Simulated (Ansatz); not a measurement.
Ta3AsAu2O13 under changes of volume

One of the cells (20.758 Å³/atom); the others are scaled copies at fixed shape and fractional positions:

```
Ta As Au O
1.0
     5.24237    3.02668    4.14273
    -5.24237    3.02668    4.14273
     0.00000   -6.05337    4.14273
Ta As Au O
3 1 2 13
Direct
  0.23108 0.57229 0.23108
  0.23108 0.23108 0.57229
  0.57229 0.23108 0.23108
  0.55878 0.55878 0.55878
  0.96559 0.96559 0.96559
  0.75105 0.75105 0.75105
  0.40884 0.66762 0.40884
  0.40884 0.40884 0.66762
  0.66762 0.40884 0.40884
  0.49726 0.01313 0.36024
  0.36024 0.49726 0.01313
  0.01313 0.36024 0.49726
  0.36024 0.01313 0.49726
  0.01313 0.49726 0.36024
  0.49726 0.36024 0.01313
  0.10963 0.74806 0.10963
  0.10963 0.10963 0.74806
  0.74806 0.10963 0.10963
  0.30840 0.30840 0.30840
```

The cell was built by a generator and needn't be a form met in nature.

```yaml
Program: Ansatz 0.2.0
Functional: PBE
Potentials_or_basis: Ansatz PAW
Cutoff: "420 eV (not typed: the program's choice for these potentials)"
k_mesh: 4 × 4 × 4
Occupations: fermi-dirac, width 0.05 eV
Spin: no spin polarisation
```

```csv
volume (Å³/atom),energy over the lowest point (meV/atom),pressure (GPa),gap on the mesh (eV),largest force (eV/Å)
19.512,?,?,?,?
19.927,11.57,4.6,1.18,0.905
20.343,2.77,2.2,1.13,0.438
20.758,0.00,0.0,1.07,0.007
21.173,2.51,-2.0,1.02,0.403
21.588,9.92,-3.7,0.97,0.781
22.003,21.65,-5.3,0.91,1.133
```

Question: What does the run at 19.512 Å³/atom give?

Answer: Energy over the lowest point 27.06 meV/atom; pressure 7.4 GPa; gap on the mesh 1.24 eV; largest force 1.406 eV/Å.

Worked out: A Birch-Murnaghan fit of order 3 (a polynomial in V^(-2/3)) to the other rows has its minimum at 20.76 Å³/atom with B0 = V·E''(V) = 103 GPa and B' = 4.2 at fixed shape and positions, which overstates the stiffness. It gives 26.94 meV/atom at 19.512 Å³/atom, against the run's 27.06, and -dE/dV = 7.3 GPa, against 7.4. A straight line through the other rows of the gap, of slope -2.71 eV per unit of ln V, extrapolates to 1.24 eV, against the run's 1.24.

Energies are extrapolated to zero smearing.

Caveats: spin-orbit coupling is left out, which moves the levels of the heavy elements; forces of over 1 eV/Å show positions far from the minimum, so gaps and moduli don't describe the material at rest (some runs).

A mesh can miss the band edges.
